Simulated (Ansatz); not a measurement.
# EuAgSeF: the cost of one run

Program: Ansatz 0.2.0. Level of theory: DFT PBE+U (U_eff = 5 eV on Eu 4f), scalar-relativistic, plane waves, PAW. These are calculated values, not measurements.

4 further runs of the same task are left out: 1 that didn't finish, 3 set aside as unsound or not needed. Runs told in other sessions of the task aren't counted.

## 1. The system as given

The cell holds 16 atoms (Ag4Eu4F4Se4): a = 5.923 Å, b = 5.923 Å, c = 9.350 Å, α = 90.00°, β = 90.00°, γ = 90.00°.

As a file:

```
CELL_PARAMETERS angstrom
-4.18836 -4.18836 0.00000
4.18836 -4.18836 0.00000
0.00000 0.00000 9.34999
ATOMIC_POSITIONS crystal
Eu 0.74838 0.25094 0.34900
Eu 0.25000 0.75000 0.34667
Eu 0.25000 0.25000 0.65333
Eu 0.75000 0.75000 0.65333
Ag 0.50000 0.50000 0.00000
Ag 0.00000 0.00000 0.00000
Ag 0.00000 0.50000 0.00000
Ag 0.50000 0.00000 0.00000
Se 0.25000 0.25000 0.19764
Se 0.75000 0.75000 0.19764
Se 0.75000 0.25000 0.80236
Se 0.25000 0.75000 0.80236
F 0.99179 0.01026 0.49492
F 0.50786 0.49126 0.49239
F 0.98796 0.49309 0.49509
F 0.50834 0.01199 0.49435
```

The host was relaxed before at PBE+U (U_eff = 5 eV on Eu 4f): a = 4.188 Å, b = 4.188 Å, c = 9.350 Å, α = 90.00°, β = 90.00°, γ = 90.00° (conventional cell), 20.503 Å³/atom.

## 2. Band edges of the host over the zone

input.yaml

```yaml
crystal:
  lattice:
    - [4.1883606782, 0.0, 0.0]
    - [0.0, 4.1883606782, 0.0]
    - [0.0, 0.0, 9.3499909729]
  atoms:
    - { symbol: Eu, position: [0.5, 0.0, 0.3466672929], spin: 7.44 }
    - { symbol: Eu, position: [0.0, 0.5, 0.6533327071], spin: 7.44 }
    - { symbol: Ag, position: [0.0, 0.0, 0.0] }
    - { symbol: Ag, position: [0.5, 0.5, 0.0] }
    - { symbol: Se, position: [0.0, 0.5, 0.1976412951] }
    - { symbol: Se, position: [0.5, 0.0, 0.8023587049] }
    - { symbol: F, position: [0.0, 0.0, 0.5] }
    - { symbol: F, position: [0.5, 0.5, 0.5] }
basis:
  ecutwfc: 420
  xc_grid: 2
kpoints:
  mp_grid: { grid: [6, 6, 4] }
  band_path: { path: [VBM, CBM], npoints: 2 }
hamiltonian:
  xc: pbe
  hubbard: { sites: [{ species: Eu, l: f, u_eff: 5.0 }] }
scf:
  occupations: { method: gaussian, width: 0.02 }
  lower_state_search: "off"
output:
  forces: true
  stress: true
  eigenvalues: true
  populations: true
  hubbard: { sites: [{ species: Eu, l: f }] }
magnetization:
  spin_polarized: true
checkpoint:
  read: start.run
  write: ck
  compress: false
  write_wavefunctions: false
  write_every: 100000
```

The run starts from a saved state of the same cell, the folder start.run.

On the command line:

```
ansatz run input.yaml --threads 8 --pin off --max-ram 14336MiB --backend cpu --events-out ev --progress --plain --runs-dir out
```

Q: Estimate wall time and peak memory on 8 threads of Arm Neoverse V1, shared host.

About 24 s, with a peak of 1.6 GiB.
